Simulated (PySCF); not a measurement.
# H2O3W with other numerical set-ups

Which parts of the numerical set-up matter for H2O3W? Each run edits the base script.

Computed with PySCF 2.14.0. Level: each script names its method and basis.

4 further runs of the same task are left out: 4 that didn't finish.

### 1 Starting geometry

H2O3W: 6 atoms, charge 0, spin multiplicity 1.

Bond lengths: W1–O2 1.682 Å, W1–O3 1.856 Å, W1–O4 1.846 Å, O3–H5 0.962 Å, O4–H6 0.958 Å. Angles: O2–W1–O3 114.8°, O2–W1–O4 112.9°, O3–W1–O4 132.3°, W1–O3–H5 138.4°, W1–O4–H6 153.6°.

Coordinates:

```
W    -0.0086    0.0015    0.0000
O     1.6710   -0.0961    0.0000
O    -0.6888    1.7279    0.0000
O    -0.8239   -1.6543    0.0000
H    -0.3578    2.6309    0.0000
H    -1.5855   -2.2362    0.0000
```

### 2 The run that the others are compared with

input.py reads:

```python
from pyscf import gto, scf

mol = gto.M(
    atom='W -0.0086 0.0015 0; O 1.671 -0.0961 0; O -0.6888 1.7279 0; O -0.8239 -1.6543 0; H -0.3578 2.6309 0; H -1.5855 -2.2362 0',
    basis='sbkjc',
    ecp={'W': 'sbkjc', 'O': 'sbkjc'},
    charge=0,
    spin=0,
    verbose=3,
)
mf = scf.RHF(mol)
mf.level_shift = 0.3
mf.kernel()
mf.dip_moment()
print('orbital energies (hartree):', mf.mo_energy[..., max(0, mol.nelec[1]-3):mol.nelec[0]+3].round(4))
```

Run with:

```console
> OMP_NUM_THREADS=1 python input.py
```

### 3 Lanl2dz

Edit 1 changes basis set: sbkjc → lanl2dz. The core potential changes with it: totals don't compare.

Edit input.py of step 2 so:

```diff
@@ -4,4 +4,4 @@
     atom='W -0.0086 0.0015 0; O 1.671 -0.0961 0; O -0.6888 1.7279 0; O -0.8239 -1.6543 0; H -0.3578 2.6309 0; H -1.5855 -2.2362 0',
-    basis='sbkjc',
-    ecp={'W': 'sbkjc', 'O': 'sbkjc'},
+    basis='lanl2dz',
+    ecp={'W': 'lanl2dz'},
     charge=0,
```

### 4 Crenbl

Edit 2 changes basis set: sbkjc → crenbl. The core potential changes with it: totals don't compare.

Edit input.py of step 2 so:

```diff
@@ -4,4 +4,4 @@
     atom='W -0.0086 0.0015 0; O 1.671 -0.0961 0; O -0.6888 1.7279 0; O -0.8239 -1.6543 0; H -0.3578 2.6309 0; H -1.5855 -2.2362 0',
-    basis='sbkjc',
-    ecp={'W': 'sbkjc', 'O': 'sbkjc'},
+    basis='crenbl',
+    ecp={'W': 'crenbl', 'O': 'crenbl'},
     charge=0,
```

### 5 Cartesian functions on

Edit 3 changes Cartesian functions: off → on.

Edit input.py of step 2 so:

```diff
@@ -8,2 +8,3 @@
     spin=0,
+    cart=True,
     verbose=3,
```

Before running it: what results should come out? Wanted: for each run, E(SCF); from base; SCF dipole.

The runs gave:

```tsv
run	E(SCF) (hartree)	from base (eV)	SCF dipole (D)	functions
base	-115.330135	0	4.05	59
lanl2dz	-292.931723	not comparable	4.10	53
crenbl	-115.377124	not comparable	4.12	96
Cartesian functions on	-115.336495	-0.1731	4.04	n/a
```

In words: Total energies from different bases, Hamiltonians or methods carry different errors, so properties are taken as differences within one set-up.
